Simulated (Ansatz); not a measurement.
# F2H2HfO2: the cost of one run

Computed with Ansatz 0.2.0, Gaussian basis. Level: RKS PBE0-D4/def2-TZVP.

Plan: relaxation at PBE0-D4/def2-TZVP; harmonic vibrations at the same level.

1 further run of the same task is left out (set aside as unsound or not needed).

## Step 1: Starting geometry

7 atoms, charge 0, spin multiplicity 1.

Atoms are counted from 1 here; the program's logs count them from 0.

Bond lengths: O1–Hf2 1.857 Å, O1–H6 0.966 Å, Hf2–O3 1.856 Å, Hf2–F4 1.857 Å, Hf2–F5 1.857 Å, O3–H7 0.966 Å. Angles: Hf2–O1–H6 113.3°, O1–Hf2–O3 115.0°, O1–Hf2–F4 117.6°, O1–Hf2–F5 98.1°, O3–Hf2–F4 98.4°, O3–Hf2–F5 117.9°, F4–Hf2–F5 110.9°, Hf2–O3–H7 114.1°.

Geometry (Å):

```
atom     x (Å)     y (Å)     z (Å)
  O1  -1.36722   0.49578   0.94269
 Hf2  -0.01574   0.03880  -0.24590
  O3   1.48635  -0.72615   0.53018
  F4  -0.37857  -1.28612  -1.49472
  F5   0.17711   1.69072  -1.07188
  H6  -1.50615   1.44928   1.01576
  H7   1.60421  -1.66231   0.32386
```

The start is a GFN2-xTB geometry. Hf takes the def2 core potential; no spin-orbit term is included.

## Step 2: Geometry optimisation, PBE0-D4/def2-TZVP

The input, in.yaml:

```yaml
crystal:
  periodic: [false, false, false]
  atoms:
    - {symbol: O, position_ang: [-1.367220, 0.495780, 0.942690]}
    - {symbol: Hf, position_ang: [-0.015740, 0.038800, -0.245900]}
    - {symbol: O, position_ang: [1.486350, -0.726150, 0.530180]}
    - {symbol: F, position_ang: [-0.378570, -1.286120, -1.494720]}
    - {symbol: F, position_ang: [0.177110, 1.690720, -1.071880]}
    - {symbol: H, position_ang: [-1.506150, 1.449280, 1.015760]}
    - {symbol: H, position_ang: [1.604210, -1.662310, 0.323860]}
basis:
  gaussian: {orbitals: def2-TZVP}
hamiltonian: {xc: pbe0, dispersion: d4}
relax: {f_tol: 0.005, max_steps: 150}
```

Started as:

```
> ansatz run in.yaml --threads 4 --pin off --events-out ev --progress --plain --max-ram 10444MiB
```

Q: Estimate wall time and peak memory on 4 threads of Arm Neoverse V1, shared host.

About 31 s, with a peak of 0.41 GiB.
